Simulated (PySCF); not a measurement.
# [CeCl4]−: other functionals and bases at one geometry

The task here is to estimate one member of a computed series from the others.

The runs use PySCF 2.14.0; several levels, as the steps say, no spin–orbit coupling.

1 further run of the same task is left out (for a known fault of the program).

**The starting structure**

5 atoms, charge -1, spin multiplicity 1.

Bond lengths: Ce1–Cl2 2.650 Å, Ce1–Cl3 2.650 Å, Ce1–Cl4 2.650 Å, Ce1–Cl5 2.650 Å. Angles: Cl2–Ce1–Cl3 109.5°, Cl2–Ce1–Cl4 109.5°, Cl2–Ce1–Cl5 109.5°, Cl3–Ce1–Cl4 109.5°, Cl3–Ce1–Cl5 109.5°, Cl4–Ce1–Cl5 109.5°.

As a file:

```xyz
5
CeCl4
Ce    0.00000    0.00000    0.00000
Cl    1.53017    1.53017    1.53017
Cl   -1.53017   -1.53017    1.53017
Cl    1.53017   -1.53017   -1.53017
Cl   -1.53017    1.53017   -1.53017
```

Formal oxidation states: Ce +3. Each metal's 1 4f electrons lie in its core potential, so multiplicities, spins and levels count the valence alone. An earlier session relaxed this geometry at PBE0, Ce lcecp-1-SVP with ECP47, Cl def2-SVP (singlet, point group Td).

At PBE0 on the finer grid: E = -1872.315347 Eh, HOMO -4.56 eV, LUMO 3.07 eV, Mulliken charge on Ce1 +0.81 e, largest force component 0.004 eV/Å. 

Levels to run: revPBE; PBE; PBE0, TZVP. Hardware: 2 threads of Arm Neoverse V2, shared host.

The first run:

The input, run.py (the lines that set the calculation):

```python
mol = gto.M(atom='''
Ce     0.00000     0.00000     0.00000
Cl     1.53017     1.53017     1.53017
Cl    -1.53017    -1.53017     1.53017
Cl     1.53017    -1.53017    -1.53017
Cl    -1.53017     1.53017    -1.53017''',
    basis={'Ce': 'lcecp-1-SVP', 'Cl': 'def2-SVP'},
    ecp={'Ce': 'lcecp-1-SVP'},
    charge=-1, spin=0)
mf = dft.RKS(mol, xc='PBE_R,PBE')
mf.grids.atom_grid = (75, 302)  # f atoms: unpruned, at least (60, 302)
mf = mf.density_fit()  # fitting sets: Ce AutoAux, Cl def2-universal-JKFIT
mf.conv_tol = 1e-08; mf.max_cycle = 55
mf.kernel(dm0)  # dm0: the density of the relaxed state
```

The run is started by

```console
OMP_NUM_THREADS=2 python run.py
```

Steps of the session up to this table: revPBE; PBE; PBE0, TZVP.

One table of the session follows, with a row left open; its other results are not shown here.

| level | HOMO (eV) | gap (eV) | charge on Ce1 (e) | largest force component (eV/Å) |
| --- | --- | --- | --- | --- |
| PBE0 (relaxed here) | -4.56 | 7.63 | 0.81 | 0.00 |
| revPBE | ? | ? | ? | ? |
| PBE | -3.11 | 5.68 | 0.60 | 0.03 |
| PBE0, TZVP | -4.83 | 7.80 | 1.35 | 0.00 |

Q: Estimate the row for revPBE from the others.

**Answer.** HOMO (eV): -3.09; gap (eV): 5.71; charge on Ce1 (e): 0.67; largest force component (eV/Å): 0.12. In the column «HOMO (eV)» it is the highest.

In one basis the HOMO–LUMO gap runs from 5.68 eV (PBE) to 7.63 eV (PBE0). The largest leftover force, 0.12 eV/Å with revPBE, stands at a geometry relaxed at another level. With 4f in the core, its levels are missing from HOMO and gap, and its count is fixed, so no charge can pass from the ligands into it. Total energies of different levels can't be compared.
